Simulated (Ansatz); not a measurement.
# SrAlH3: the cost of one run

Program: the Python package of Ansatz 0.2.0. Level of theory: DFT PBEsol, plane waves, PAW. These are calculated values, not measurements.

### Step 1. The structure

Symmetry: Pm-3m, No. 221, cubic system. Conventional cell: a = 4.585 Å, b = 4.585 Å, c = 4.585 Å, α = 90.00°, β = 90.00°, γ = 90.00°. Sr (site symmetry m-3m) is surrounded by 6 H at 2.29 Å. Al (site symmetry m-3m) has 12 H at 3.24 Å as nearest neighbours. H (site symmetry 4/mmm) is surrounded by 2 Sr at 2.29 Å and 4 Al at 3.24 Å.

The script holds or builds the structure itself.

### Step 2. Script

File push.py:

```python
"""Energy and force of SrAlH3 as one atom is pushed off its site."""

import ansatz as az
import numpy as np

lattice = az.Lattice.of(
    [4.58546, 0.0, 0.0],
    [0.0, 4.58546, 0.0],
    [0.0, 0.0, 4.58546],
)
sites = [
    ("Sr", [0.5, 0.5, 0.5]),
    ("Al", [0.0, 0.0, 0.0]),
    ("H", [0.0, 0.5, 0.5]),
    ("H", [0.5, 0.5, 0.0]),
    ("H", [0.5, 0.0, 0.5]),
]
crystal = az.Crystal(lattice=lattice)
for symbol, position in sites:
    crystal = crystal.atom(symbol, position)

inverse = np.linalg.inv(np.array(crystal.lattice.vectors))
home = np.array(crystal.sites[0].position)
values = np.linspace(-0.2, 0.2, 5)
energies, pulls = [], []
for shift in values:
    moved = crystal.move(0, to=home + shift * inverse[1])
    job = (
        moved.calculation()
        .kpoints(6, 6, 6, shift=0.5)
        .scf(max_iterations=60)
        .functional("pbesol")
        .basis(20 * az.Ha)
        .occupations("gaussian", width=0.2)
        .pseudopotentials("paw")
        .mixing("anderson")
        .forces()
    )
    r = job.run().report
    energies.append(r["free_energy_ev"])
    pulls.append(r["forces_ev_ang"][0][1])

# the force is minus the slope of the free energy
print("shift (A)   dE (eV)   force along y (eV/A)")
for shift, e, f in zip(values, energies, pulls):
    print(f"{shift:8.3f} {e - energies[2]:10.5f} {f:12.4f}")
print(f"stiffness from energies {2 * np.polyfit(values, energies, 2)[0]:.3f}, from forces {-np.polyfit(values, pulls, 1)[0]:.3f} eV/A^2")
```

### Step 3. What the engine is handed

The package turns the script's settings into the engine's input (first run):

```yaml
crystal:
  lattice:
    - [4.58546, 0.0, 0.0]
    - [0.0, 4.58546, 0.0]
    - [0.0, 0.0, 4.58546]
  atoms:
    - { symbol: Sr, position: [0.5, 0.45638387424598625, 0.5] }
    - { symbol: Al, position: [0.0, 0.0, 0.0] }
    - { symbol: H, position: [0.0, 0.5, 0.5] }
    - { symbol: H, position: [0.5, 0.5, 0.0] }
    - { symbol: H, position: [0.5, 0.0, 0.5] }
basis:
  ecutwfc: 544.22772491976
kpoints:
  mp_grid:
    grid: [6, 6, 6]
    shift: [0.5, 0.5, 0.5]
hamiltonian:
  xc: pbesol
  pseudopotentials:
    kind: paw
scf:
  max_iter: 60
  mixing:
    algorithm: anderson
  occupations:
    method: gaussian
    width: 0.2
output:
  forces: true
```

### Step 4. Running it

Run with:

```sh
> python push.py
```

What time and memory should one allow on 1 thread of Intel Xeon Platinum 8259CL at 2.50GHz (Skylake/Cascade Lake), shared host?

About 16 s, with a peak of 0.44 GiB.
